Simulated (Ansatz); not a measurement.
BBrH₃N, SMILES NBBr: vertical energies of changing the electron count, run with Ansatz 0.2.0, Python API.

`bbrh3n.py`
```python
import ansatz
from ase import Atoms

params = {
    "basis": "def2-SVPD",
    "functional": "hf",
}


def energy(molecule, charge=0, unpaired=0):
    calc = molecule.calculation().basis(gaussian=params["basis"]).functional(params["functional"])
    if charge:
        calc = calc.charge(charge)
    if unpaired:
        calc = calc.spin("collinear", total=unpaired)
    return calc.run(threads=1).report["free_energy_ev"]


def main() -> None:
    atoms = Atoms(["N", "B", "Br", "H", "H", "H"], positions=[
        (-0.4731, -0.0698, -0.7616),
        (0.2609, 0.0801, 0.5221),
        (-0.264, 1.4682, 1.864),
        (-0.8146, -0.9906, -0.8299),
        (0.1645, 0.0813, -1.5722),
        (1.1684, -0.6332, 0.7313),
    ])
    mol = ansatz.Crystal.molecule_from_ase(atoms)

    parent = energy(mol, 0, 0)
    cation = energy(mol, 1, 1)
    print(f"E(N)   = {parent:.5f} eV")
    print(f"E(N-1) = {cation:.5f} eV  (1 unpaired)")
    print(f"vertical ionisation energy {cation - parent:.3f} eV")
    anion = energy(mol, -1, 1)
    print(f"E(N+1) = {anion:.5f} eV  (1 unpaired)")
    print(f"vertical electron affinity {parent - anion:.3f} eV" + ("" if anion < parent else " (unbound in this basis)"))
    print(f"fundamental gap IP - EA = {cation + anion - 2 * parent:.3f} eV")


if __name__ == "__main__":
    main()
```

What does it cost to change the electron count at this fixed geometry?

At this unrelaxed geometry removing an electron costs 9.02 eV and an added one is unbound in this basis (by 0.92 eV).

The run itself:

Output of `python bbrh3n.py`:
```text
E(N)   = -72190.98063 eV
E(N-1) = -72181.96138 eV  (1 unpaired)
vertical ionisation energy 9.019 eV
E(N+1) = -72190.05839 eV  (1 unpaired)
vertical electron affinity -0.922 eV (unbound in this basis)
fundamental gap IP - EA = 9.941 eV
```

These settings explore the input space; basis and method may be short of convergence. The geometry is a force-field or estimated start, not a minimum of this method, and the basis set is short of its limit. All parts are taken at fixed geometry, without zero-point energy. At an unrelaxed start these energies can be a whole eV from those at the minimum, and a small affinity can change sign. Hartree-Fock leaves correlation out, so bond, atomisation and ionisation energies come out well too low. A negative electron affinity means that the anion is unbound here; its size hangs on the basis and tends to about zero as the basis grows, and so does its part in any gap built on it. Run time: 14 s on 1 thread of Intel(R) Xeon(R) Processor @ 2.30GHz, with other jobs on the host, peak memory 0.44 GiB.
